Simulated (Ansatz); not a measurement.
# ClFOSW: how energies converge with the basis set

The task here is to estimate one member of a computed series from the others.

The runs use Ansatz 0.2.0, Gaussian basis; one geometry, several basis sets.

The runs, in order: PBE0-D4/def2-SVP; ωB97M-V/def2-SVP; PBE0-D4/def2-QZVPP; ωB97M-V/def2-QZVPP; the functionals' def2-TZVPP values are taken from earlier runs.

## The geometry

The geometry comes from an earlier relaxation with PBE0-D4 in a triple-zeta def2 set; it is a stationary point. W takes the def2 core potential; no spin-orbit term is included.

SMILES `[O]=[W]([F])(=[S])[Cl]`, 5 atoms, charge 0, spin multiplicity 1.

Atoms are counted from 1 here; the program's logs count them from 0.

Bond lengths: O1–W2 1.688 Å, W2–F3 1.846 Å, W2–S4 2.119 Å, W2–Cl5 2.247 Å. Angles: O1–W2–F3 109.3°, O1–W2–S4 107.5°, O1–W2–Cl5 108.4°, F3–W2–S4 109.4°, F3–W2–Cl5 113.2°, S4–W2–Cl5 108.9°.

The first run:

Input file in.yaml:

```yaml
crystal:
  periodic: [false, false, false]
  atoms:
    - {symbol: O, position_ang: [-0.351179, -0.512547, 1.622846]}
    - {symbol: W, position_ang: [0.070454, -0.064574, 0.051301]}
    - {symbol: F, position_ang: [1.777775, -0.663208, -0.315747]}
    - {symbol: S, position_ang: [-1.302524, -0.997493, -1.266409]}
    - {symbol: Cl, position_ang: [-0.144628, 2.164123, -0.133291]}
basis:
  gaussian: {orbitals: def2-SVP}
hamiltonian: {xc: pbe0, dispersion: d4}
output: {orbitals: {seedname: orbitals}}
```

Run with:

```
$ ansatz run in.yaml --threads 4 --pin off --events-out ev --progress --plain --max-ram 10444MiB
```

Among the steps run: PBE0-D4 in def2-SVP; ωB97M-V in def2-SVP; PBE0-D4 in def2-QZVPP; ωB97M-V in def2-QZVPP.

One of the session's tables, all rows but one given; the rest of the session is left out.

It belongs to the step «Density functionals: the series». 

```
functional       basis  HOMO (eV)  LUMO (eV)
   PBE0-D4    def2-SVP      -8.35      -3.27
   PBE0-D4  def2-TZVPP      -8.28      -3.25
   PBE0-D4  def2-QZVPP      -8.29      -3.27
   ωB97M-V    def2-SVP     -10.40      -1.16
   ωB97M-V  def2-TZVPP     -10.37      -1.18
   ωB97M-V  def2-QZVPP          ?          ?
```

Estimate the missing values for ωB97M-V, def2-QZVPP.

**Answer.** HOMO (eV): -10.38; LUMO (eV): -1.21. In the column «HOMO (eV)» it lies between ωB97M-V, def2-SVP (-10.40) and ωB97M-V, def2-TZVPP (-10.37).
